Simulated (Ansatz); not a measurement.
# ClH3O4W: small, medium and large basis sets

Aim: see how fast density functionals converge with the basis set for ClH3O4W.

Computed with Ansatz 0.2.0, Gaussian basis. Level: one geometry, several basis sets.

The runs, in order: PBE0-D4/def2-SVP; ωB97M-V/def2-SVP; PBE0-D4/def2-QZVPP; ωB97M-V/def2-QZVPP; the functionals' def2-TZVPP values are taken from earlier runs.

## (1) Structure used throughout

All runs share one geometry, relaxed beforehand with PBE0-D4 in a triple-zeta def2 set. W takes the def2 core potential; no spin-orbit term is included.

SMILES `[O]=[W]([OH])([OH])([OH])[Cl]`, 9 atoms, charge 0, spin multiplicity 1.

Atoms are counted from 1 here; the program's logs count them from 0.

Bond lengths: O1–W2 1.699 Å, W2–O3 1.879 Å, W2–O4 1.874 Å, W2–O5 1.874 Å, W2–Cl6 2.421 Å, O3–H7 0.966 Å, O4–H8 0.963 Å, O5–H9 0.963 Å. Angles: O1–W2–O3 92.8°, O1–W2–O4 96.0°, O1–W2–O5 95.9°, O1–W2–Cl6 177.0°, O3–W2–O4 120.2°, O3–W2–O5 120.2°, O3–W2–Cl6 84.2°, O4–W2–O5 117.5°, O4–W2–Cl6 85.6°, O5–W2–Cl6 85.6°, W2–O3–H7 112.3°, W2–O4–H8 118.3°, W2–O5–H9 118.3°.

Coordinates:

```mol
ClH3O4W
  3D, bonds by distance, orders not assigned

  9  8  0  0  0  0  0  0  0  0999 V2000
    0.0177   -1.2504    1.3116 O   0  0
    0.0298   -0.0826    0.0773 W   0  0
    1.8995   -0.1510   -0.0936 O   0  0
   -1.0600   -1.0417   -1.1084 O   0  0
   -0.7754    1.2756    1.0876 O   0  0
    0.1732    1.5712   -1.6855 Cl  0  0
    2.2283    0.4522   -0.7729 H   0  0
   -1.3954   -1.8996   -0.8287 H   0  0
   -1.0293    1.0801    1.9954 H   0  0
  1  2  8  0
  2  3  8  0
  2  4  8  0
  2  5  8  0
  2  6  8  0
  3  7  8  0
  4  8  8  0
  5  9  8  0
M  END
```

## (2) PBE0-D4 in def2-SVP

Input file in.yaml:

```yaml
crystal:
  periodic: [false, false, false]
  atoms:
    - {symbol: O, position_ang: [0.017670, -1.250389, 1.311593]}
    - {symbol: W, position_ang: [0.029791, -0.082603, 0.077307]}
    - {symbol: O, position_ang: [1.899479, -0.151013, -0.093634]}
    - {symbol: O, position_ang: [-1.059968, -1.041737, -1.108412]}
    - {symbol: O, position_ang: [-0.775369, 1.275577, 1.087644]}
    - {symbol: Cl, position_ang: [0.173250, 1.571165, -1.685485]}
    - {symbol: H, position_ang: [2.228299, 0.452222, -0.772883]}
    - {symbol: H, position_ang: [-1.395424, -1.899648, -0.828676]}
    - {symbol: H, position_ang: [-1.029328, 1.080125, 1.995447]}
basis:
  gaussian: {orbitals: def2-SVP}
hamiltonian: {xc: pbe0, dispersion: d4}
output: {orbitals: {seedname: orbitals}}
```

Run with:

```sh
> ansatz run in.yaml --threads 4 --pin off --events-out ev --progress --plain --max-ram 11315MiB
```

The runs that follow: ωB97M-V in def2-SVP; PBE0-D4 in def2-QZVPP; ωB97M-V in def2-QZVPP.

Before running them: what should the planned runs give, taken together? Wanted: PBE0-D4: double and triple zeta above quadruple; ωB97M-V: double and triple zeta above quadruple.

**Answer**, as computed:

| quantity | value |
| --- | --- |
| PBE0-D4: double and triple zeta above quadruple | 16.18, 0.85 eV |
| ωB97M-V: double and triple zeta above quadruple | 16.36, 0.81 eV |

For PBE0-D4 the step from double to triple zeta gains 15.33 eV and the next only 0.85 eV. Total energies overstate the basis error of differences, where much of it tends to cancel.
